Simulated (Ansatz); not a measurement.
C2H5BF2, SMILES CCB(F)F, harmonic frequencies at the relaxed geometry

Computed with Ansatz 0.2.0 through its Python package.

The cells in order, each with its output:

In [1]:
```python
import itertools

import ansatz as az
from ase.data import atomic_numbers, covalent_radii
import numpy as np

geometry_ang = [
    ("C", (-1.0838, -0.2329, -0.3631)),
    ("C", (0.3703, -0.4157, -0.303)),
    ("B", (1.0251, 0.5935, 0.7144)),
    ("F", (0.7687, 0.5659, 2.1226)),
    ("F", (2.0685, 1.5135, 0.2552)),
    ("H", (-1.5765, -0.8821, -1.1055)),
    ("H", (-1.575, -0.3615, 0.621)),
    ("H", (-1.3175, 0.8647, -0.7177)),
    ("H", (0.8222, -0.2429, -1.2664)),
    ("H", (0.5811, -1.4536, 0.0454)),
]
system = az.Crystal.molecule()
for symbol, xyz in geometry_ang:
    system = system.atom(symbol, xyz)
```

In [2]:
```python
base = system.calculation().basis(gaussian="def2-SVP").functional("r2scan")
symbols = [site.symbol for site in system.cartesian_sites]
start = np.array([site.position_ang for site in system.cartesian_sites], dtype=float)
r = base.relax(force_tolerance=0.003, max_steps=100).run(threads=1).report
end = np.array(r["positions_ang"])
```

In [3]:
```python
# pairs closer than 1.2 times the sum of covalent radii, before or after
radius = [covalent_radii[atomic_numbers[s]] for s in symbols]
span = lambda where, i, j: np.linalg.norm(where[i] - where[j])
bonded = [(i, j) for i, j in itertools.combinations(range(len(symbols)), 2) if min(span(start, i, j), span(end, i, j)) < 1.2 * (radius[i] + radius[j])]
print("pair        before    after (A)")
for i, j in bonded:
    print(f"{symbols[i]}{i}-{symbols[j]}{j}".ljust(10), f"{span(start, i, j):8.4f} {span(end, i, j):8.4f}")

# frequencies need a stationary point, so they are taken at the relaxed geometry
minimum = az.Crystal.molecule()
for symbol, place in zip(symbols, end):
    minimum = minimum.atom(symbol, place.tolist())
vibrating = (
    minimum.calculation()
    .basis(gaussian="def2-SVP")
    .functional("r2scan")
    .phonons(temperatures=(200, 600, 100))
)
vib = vibrating.run(threads=1).report["vibrations"]
sums = vib["harmonic_sums"]
modes = [m["omega_inv_cm"] for m in sums["modes_at_gamma"] if m["rigid_motion"] == "no"]
print("frequencies (1/cm):", " ".join(f"{w:.0f}" for w in modes))
print("imaginary modes:", sum(w < 0 for w in modes), " zero-point energy:", round(sums["zero_point_energy_ev"], 4), "eV")
print("T (K)   F_vib (eV)   S_vib (meV/K)   C_vib (meV/K)")
for row in zip(sums["temperatures_k"], sums["vibrational_free_energy_ev"], vib["entropy_ev_per_k"], vib["heat_capacity_ev_per_k"]):
    print(f"{row[0]:6.1f} {row[1]:11.4f} {1000 * row[2]:13.4f} {1000 * row[3]:15.4f}")
```
```text
pair        before    after (A)
C0-C1        1.4668   1.5276
C0-H5        1.1024   1.1009
C0-H6        1.1074   1.1013
C0-H7        1.1769   1.1013
C1-B2        1.5755   1.5606
C1-H8        1.0781   1.1071
C1-H9        1.1149   1.1071
B2-F3        1.4316   1.3269
B2-F4        1.4649   1.3273
frequencies (1/cm): 47 185 210 411 450 511 754 763 974 999 1071 1219 1247 1377 1400 1414 1426 1479 1479 3023 3039 3063 3132 3133
imaginary modes: 0  zero-point energy: 2.0336 eV
T (K)   F_vib (eV)   S_vib (meV/K)   C_vib (meV/K)
 200.0      2.0001        0.3571          0.3799
 300.0      1.9549        0.5477          0.5753
 400.0      1.8905        0.7404          0.7721
 500.0      1.8068        0.9321          0.9476
 600.0      1.7043        1.1183          1.0951
```

Caveats:
- The settings weren't tested for convergence.
- The frequencies are harmonic and unscaled, in a modest basis.
- The result belongs to the one conformer reached from this start, and soft torsions count as harmonic oscillators.
- Wall time of the script: 5.2 min on 1 thread of Arm Neoverse V1, with other jobs on the host, peak memory 0.22 GiB.
